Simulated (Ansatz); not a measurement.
## H4OSi2, SMILES [SiH]O[SiH3]: the interaction energy of a dimer with the counterpoise correction, step by step

With Ansatz's Python interface.

Run as a notebook:

```python
import ansatz as az

FIRST = [
    ("Si", (-1.7475, -1.3003, -0.0683)),
    ("O", (-0.1923, -0.9128, 0.1217)),
    ("Si", (0.7818, 0.4004, 0.2676)),
    ("H", (-2.2159, -0.5695, -1.3082)),
    ("H", (0.7616, 1.2222, -0.9638)),
    ("H", (0.3811, 1.2262, 1.4446)),
    ("H", (2.2315, -0.0664, 0.5061)),
]
SECOND = [
    ("Si", (-1.4335, -5.4777, -0.4674)),
    ("O", (-1.8921, -4.8184, -1.8673)),
    ("Si", (-2.5529, -5.2331, -3.3116)),
    ("H", (-0.4589, -6.5808, -0.8198)),
    ("H", (-1.6603, -6.1397, -4.0689)),
    ("H", (-3.8888, -5.8699, -3.117)),
    ("H", (-2.7688, -3.9613, -4.1555)),
]
```

```python
def energy(atoms, ghosts=()):
    molecule = az.Crystal.molecule()
    for symbol, xyz in atoms:
        molecule = molecule.atom(symbol, xyz)
    calc = (
        molecule.calculation()
        .basis(gaussian="def2-SVPD")
        .functional("pbe")
    )
    deck = calc.input()
    if ghosts:
        deck = deck.set(az.key.basis.gaussian.ghost_atoms, [{"symbol": s, "position_ang": list(xyz)} for s, xyz in ghosts])
    return az.Session.from_dict(deck).plan().execute().report["free_energy_ev"]
```

```python
both = energy(FIRST + SECOND)
alone = energy(FIRST) + energy(SECOND)
ghosted = energy(FIRST, SECOND) + energy(SECOND, FIRST)
print(f"dimer {both:.6f} eV")
print(f"interaction, uncorrected   {96.485332 * (both - alone):8.3f} kJ/mol")
print(f"interaction, counterpoise  {96.485332 * (both - ghosted):8.3f} kJ/mol")
print(f"basis-set superposition    {96.485332 * (alone - ghosted):8.3f} kJ/mol")
```

    dimer -35700.705442 eV
    interaction, uncorrected     -4.859 kJ/mol
    interaction, counterpoise    -2.458 kJ/mol
    basis-set superposition       2.401 kJ/mol

Uncorrected it is -4.859 kJ/mol, with the counterpoise correction -2.458 kJ/mol; the difference, 2.401 kJ/mol, is the superposition error.

Notes:
- Total energies depend on the basis set; only differences at equal settings carry meaning.
- The dimer is a generated trial pose of unrelaxed monomers, not a minimum, so the figure is no binding energy, and the basis set is small.
- This level lacks the dispersion part of the attraction (electrostatics and induction are there), which can decide the sign where the interaction is weak.
- The whole script took 27 s on 1 thread of Arm Neoverse V1 (shared host), peak memory 0.35 GiB.
